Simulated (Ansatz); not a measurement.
## HPbNO4 under changes of volume

One of the cells (14.059 Å³/atom); the others are scaled copies at fixed shape and fractional positions:

```
H Pb N O
1.0
     3.85707    0.00178   -0.03658
     0.17353    4.33436   -0.01647
     0.75803    0.83873    5.87662
H Pb N O
1 1 1 4
Direct
  0.61511 0.89559 0.19844
  0.64597 0.44651 0.91685
  0.71474 0.23810 0.50058
  0.16958 0.47007 0.77768
  0.62919 0.97045 0.49845
  0.56424 0.92583 0.03849
  0.78022 0.42250 0.31951
```

The cell was built by a generator and needn't be a form met in nature.

- Program: Ansatz 0.2.0
- Functional: PBE
- Potentials or basis: Ansatz PAW
- Cutoff: 420 eV (not typed: the program's choice for these potentials)
- k mesh: 7 × 6 × 5
- Occupations: fermi-dirac, width 0.05 eV
- Spin: no spin polarisation

```csv
volume (Å³/atom),energy over the lowest point (meV/atom),pressure (GPa),gap on the mesh (eV),largest force (eV/Å)
13.215,16.40,6.6,0.44,1.968
13.496,6.99,4.2,0.41,1.262
13.778,1.69,2.0,0.38,0.606
14.059,0.00,0.0,0.36,0.010
14.340,?,?,?,?
14.621,6.07,-3.3,0.32,1.099
14.902,13.16,-4.7,0.30,1.590
```

Task: What does the run at 14.340 Å³/atom give?

Result: Energy over the lowest point 1.56 meV/atom; pressure -1.7 GPa; gap on the mesh 0.33 eV; largest force 0.571 eV/Å.

Worked out: A Birch-Murnaghan fit of order 3 (a polynomial in V^(-2/3)) to the other rows has its minimum at 14.06 Å³/atom with B0 = V·E''(V) = 93 GPa and B' = 4.6 at fixed shape and positions, which overstates the stiffness. It gives 1.59 meV/atom at 14.340 Å³/atom, against the run's 1.56, and -dE/dV = -1.8 GPa, against -1.7. A straight line through the other rows of the gap, of slope -1.14 eV per unit of ln V, gives 0.34 eV, against the run's 0.33.

Energies are extrapolated to zero smearing.

Caveats: odd divisions of the mesh miss points on the zone boundary, where band edges often lie, so the gap on the mesh can be too wide; spin-orbit coupling is left out, which as a rule narrows the gap of such compounds by several tenths of an eV; forces of over 1 eV/Å show positions far from the minimum, so gaps and moduli don't describe the material at rest (some runs).

A mesh can miss the band edges.
